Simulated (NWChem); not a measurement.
# the pair SO2F2···BH2SCl, step by step

We compute the energy (singlet BH2S2ClO2F2, HF/STO-3G), then a single-point energy (singlet SO2F2, HF/STO-3G), then the energy (singlet BH2SCl, HF/STO-3G), then the energy (singlet SO2F2, HF/STO-3G), then a single-point energy (singlet BH2SCl, HF/STO-3G) of BClF2H2O2S2 and its partners. 

The results are computed with NWChem 7.3.0.

**1. The molecule**

BH2S2ClO2F2 has 10 atoms, charge 0, and is taken as a singlet. The two molecules were placed rigidly side by side, at 0.85 times their contact distance; the pair isn't optimised.

Bond lengths: O1–S2 1.404 Å, S2–O3 1.404 Å, S2–F4 1.539 Å, S2–F5 1.539 Å, S6–B7 1.779 Å, B7–Cl8 1.745 Å, S6–H9 1.343 Å, B7–H10 1.189 Å. Angles: O1–S2–O3 124.9°, O1–S2–F4 108.1°, O1–S2–F5 108.1°, O3–S2–F4 108.1°, O3–S2–F5 108.1°, F4–S2–F5 95.6°, S6–B7–Cl8 118.6°, S6–B7–H10 122.1°, Cl8–B7–H10 119.3°, B7–S6–H9 96.0°.

**2. A single-point energy at HF/STO-3G (run 1)**

The input, sp.nw:

```
start sp
memory stack 880 mb heap 220 mb global 1100 mb

geometry noautosym nocenter noautoz
 O       -0.388200      -0.151100       1.421680
 S        0.070900      -0.096900       0.095880
 O        1.129600      -0.862200      -0.418720
 F       -1.140900      -0.267600      -0.837420
 F        0.328600       1.377800      -0.261420
 S        2.571390       3.811990       1.331870
 B        3.647490       3.032250       0.149850
 Cl       2.986370       1.804530      -0.899570
 H        3.502860       4.625640       1.856160
 H        4.796480       3.321830       0.054960
end

basis spherical bse
 O library STO-3G
 S library STO-3G
 F library STO-3G
 B library STO-3G
 Cl library STO-3G
 H library STO-3G
end

scf
 thresh 1e-08
 maxiter 80
 print low
end

task scf energy
```

Run with:

```console
$ nwchem sp.nw > sp.out
```

Standard output:

```text
[...]
  functions       =    54
[...]
  wavefunction    = RHF
[...]
         Total SCF energy =  -1609.800640556560
      One-electron energy =  -3545.626533843383
      Two-electron energy =   1278.423279393584
 Nuclear repulsion energy =    657.402613893238
        Time for solution =      8.7s
 Task  times  cpu:        9.0s     wall:        9.0s
[...]
```

Wall time 9.9 s (1 thread of Intel Xeon Platinum 8259CL at 2.50GHz (Skylake/Cascade Lake), shared host); peak memory 0.098 GiB.

**3. SO2F2: a single-point energy at HF/STO-3G (run 2)**

The input, sp.nw:

```
start sp
title "F2O2S hf"
memory stack 880 mb heap 220 mb global 1100 mb
charge 0
geometry units angstroms noautosym nocenter noautoz
   O     -0.388200    -0.151100     1.421680
   S      0.070900    -0.096900     0.095880
   O      1.129600    -0.862200    -0.418720
   F     -1.140900    -0.267600    -0.837420
   F      0.328600     1.377800    -0.261420
end
basis spherical bse
   O library STO-3G
   S library STO-3G
   F library STO-3G
end
scf
   singlet
   rhf
   thresh 1e-08
   maxiter 80
   print low
end
task scf energy
```

Run with:

```console
$ nwchem sp.nw > sp.out
```

Standard output:

```text
[...]
  functions       =    29
[...]
  wavefunction    = RHF
[...]
         Total SCF energy =   -736.447246956803
      One-electron energy =  -1604.669118280952
      Two-electron energy =    576.385769034934
 Nuclear repulsion energy =    291.836102289215
        Time for solution =      2.6s
 Task  times  cpu:        2.7s     wall:        2.7s
[...]
```

Wall time 3.3 s (1 thread of Intel Xeon Platinum 8259CL at 2.50GHz (Skylake/Cascade Lake), shared host); peak memory 0.097 GiB.

**4. BH2SCl: the energy at HF/STO-3G (run 3)**

The input, bclh2s.nw:

```
start bclh2s
memory total 2200 mb
charge 0

geometry units atomic noautosym nocenter noautoz
  S   4.85922286  7.20361709  2.51686953
  B   6.89275714  5.73012204  0.28317546
  Cl  5.64342141  3.41006748 -1.69994093
  H   6.61944605  8.74119275  3.50763404
  H   9.06403356  6.27734893  0.10385935
end

basis spherical bse
  * library STO-3G
end

scf
  thresh 1e-08
  maxiter 80
  print low
end

task scf
```

Run with:

```console
$ nwchem bclh2s.nw > bclh2s.out
```

Standard output:

```text
[...]
  functions       =    25
[...]
  wavefunction    = RHF
[...]
         Total SCF energy =   -873.356004539939
      One-electron energy =  -1441.437902294556
      Two-electron energy =    452.102404146092
 Nuclear repulsion energy =    115.979493608525
        Time for solution =      1.2s
 Task  times  cpu:        1.3s     wall:        1.3s
[...]
```

It took 1.9 s on 1 thread of Intel Xeon Platinum 8259CL at 2.50GHz (Skylake/Cascade Lake), shared host; peak memory 0.098 GiB.

**5. SO2F2 among ghost functions: a single-point energy at HF/STO-3G (with ghost functions) (run 4)**

The input, run.nw:

```
start run
memory total 2200 mb
geometry noautosym nocenter noautoz
 O    -0.388200   -0.151100    1.421680
 S     0.070900   -0.096900    0.095880
 O     1.129600   -0.862200   -0.418720
 F    -1.140900   -0.267600   -0.837420
 F     0.328600    1.377800   -0.261420
 bqS      2.571390     3.811990     1.331870
 bqB      3.647490     3.032250     0.149850
 bqCl     2.986370     1.804530    -0.899570
 bqH      3.502860     4.625640     1.856160
 bqH      4.796480     3.321830     0.054960
end
basis spherical bse
 O library STO-3G
 S library STO-3G
 F library STO-3G
 bqS library S STO-3G
 bqB library B STO-3G
 bqCl library Cl STO-3G
 bqH library H STO-3G
end
scf
 thresh 1e-08
 maxiter 80
 print low
end
task scf
```

Run with:

```console
$ nwchem run.nw > run.out
```

Standard output:

```text
[...]
  functions       =    54
[...]
  wavefunction    = RHF
[...]
         Total SCF energy =   -736.448599493464
      One-electron energy =  -1604.641894038456
      Two-electron energy =    576.357192255778
 Nuclear repulsion energy =    291.836102289215
        Time for solution =      6.7s
 Task  times  cpu:        7.0s     wall:        7.0s
[...]
```

Wall time 7.8 s (1 thread of Intel Xeon Platinum 8259CL at 2.50GHz (Skylake/Cascade Lake), shared host); peak memory 0.098 GiB.

**6. BH2SCl among ghost functions: the energy at HF/STO-3G (with ghost functions) (run 5)**

The input, test.nw:

```
start test
title "BClH2S energy"
memory stack 880 mb heap 220 mb global 1100 mb

geometry units angstroms noautosym nocenter noautoz
  S        2.571390       3.811990       1.331870
  B        3.647490       3.032250       0.149850
  Cl       2.986370       1.804530      -0.899570
  H        3.502860       4.625640       1.856160
  H        4.796480       3.321830       0.054960
  bqO     -0.388200    -0.151100     1.421680
  bqS      0.070900    -0.096900     0.095880
  bqO      1.129600    -0.862200    -0.418720
  bqF     -1.140900    -0.267600    -0.837420
  bqF      0.328600     1.377800    -0.261420
end

basis spherical bse
  S library STO-3G
  B library STO-3G
  Cl library STO-3G
  H library STO-3G
  bqO library O STO-3G
  bqS library S STO-3G
  bqF library F STO-3G
end

scf
  thresh 1e-08
  maxiter 80
  print low
end

task scf energy
```

Run with:

```console
$ nwchem test.nw > test.out
```

Standard output:

```text
[...]
  functions       =    54
[...]
  wavefunction    = RHF
[...]
         Total SCF energy =   -873.356533185995
      One-electron energy =  -1441.424367982206
      Two-electron energy =    452.088332876208
 Nuclear repulsion energy =    115.979501920003
        Time for solution =      7.7s
 Task  times  cpu:        7.9s     wall:        7.9s
[...]
```

Run time: 8.7 s. Hardware: 1 thread of Intel Xeon Platinum 8259CL at 2.50GHz (Skylake/Cascade Lake), shared host; peak memory 0.098 GiB.

**7. Outcome**

| quantity | value |
| --- | --- |
| run 1, HF/STO-3G: total energy | -1609.80064 Eh |
| SO2F2: total energy | -736.44725 Eh |
| BH2SCl: total energy | -873.35600 Eh |
| SO2F2 among ghost functions: total energy | -736.44860 Eh |
| BH2SCl among ghost functions: total energy | -873.35653 Eh |
| interaction energy of the rigid parts SO2F2 and BH2SCl (parts in their own basis; closest atoms 2.77 Å apart) | 0.071 eV |
| interaction energy of the rigid parts SO2F2 and BH2SCl (parts in the whole basis, counterpoise; closest atoms 2.77 Å apart) | 0.122 eV |

The interaction energy of the rigid parts SO2F2 and BH2SCl (parts in their own basis; closest atoms 2.77 Å apart) is 0.07 eV (1.6 kcal/mol): the parts repel at this shape. Without counterpoise this holds the superposition error of the basis. The interaction energy of the rigid parts SO2F2 and BH2SCl (parts in the whole basis, counterpoise; closest atoms 2.77 Å apart) is 0.12 eV (11.8 kJ/mol): the parts repel at this shape. The basis-set superposition error is 4.9 kJ/mol.
